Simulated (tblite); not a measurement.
# CH12OP2Si3: the cost of one run

Programs: tblite 0.8.0 and PySCF 2.14.0, with density-fitted response routines of our own. Each step states its level of theory. These are calculated values for one molecule in the gas phase, unless marked as measured. Atoms are numbered from 0 throughout.

### 1 The starting structure

19 atoms, charge 0, multiplicity 1; geometry from: force field or distance geometry start.

Bonds of the start (Å): C0–Si1 1.86, Si1–P2 2.21, Si1–Si3 2.23, Si3–P4 2.21, Si3–O5 1.70, O5–Si6 1.73, C0–H7 1.12, C0–H8 1.10, C0–H9 1.13, Si1–H10 1.46, P2–H11 1.47, P2–H12 1.45, Si3–H13 1.48, P4–H14 1.46, P4–H15 1.44, Si6–H16 1.46, Si6–H17 1.47, Si6–H18 1.48.

### 2 Geometry optimisation with GFN2-xTB

The job: settings as JSON, then the geometry in Å.

```
{"job": {"kind": "relax", "xc": "GFN2-xTB", "basis": "xTB"}, "charge": 0, "multiplicity": 1}
C     -2.145600    -1.674800     0.456500
Si    -1.394000    -0.239900    -0.467700
P     -2.457700     1.560900     0.246300
Si     0.745200    -0.090200     0.135300
P      1.056500     1.690700     1.406100
O      1.818600    -0.089400    -1.182600
Si     3.390000    -0.444600    -0.551500
H     -1.694200    -1.691800     1.479500
H     -1.959000    -2.651500    -0.010300
H     -3.253900    -1.543300     0.628200
H     -1.567100    -0.434900    -1.899900
H     -3.877300     1.265400     0.498800
H     -2.332900     2.671200    -0.670300
H      1.063100    -1.287100     0.950600
H      0.032600     1.753500     2.444100
H      1.089300     2.896000     0.614100
H      3.991400    -1.495800    -1.374300
H      3.238300    -0.945300     0.821100
H      4.246900     0.760300    -0.501100
```

Run with:

```sh
> OMP_NUM_THREADS=1 python probes_run.py task.json out
```

One launch serves the whole session: the jobs run in the order shown.

**Question.** How long does this first job take on 1 thread of Intel Xeon at 2.50GHz, shared host, and how much memory does it need?

About 11 s, with a peak of 0.18 GiB.
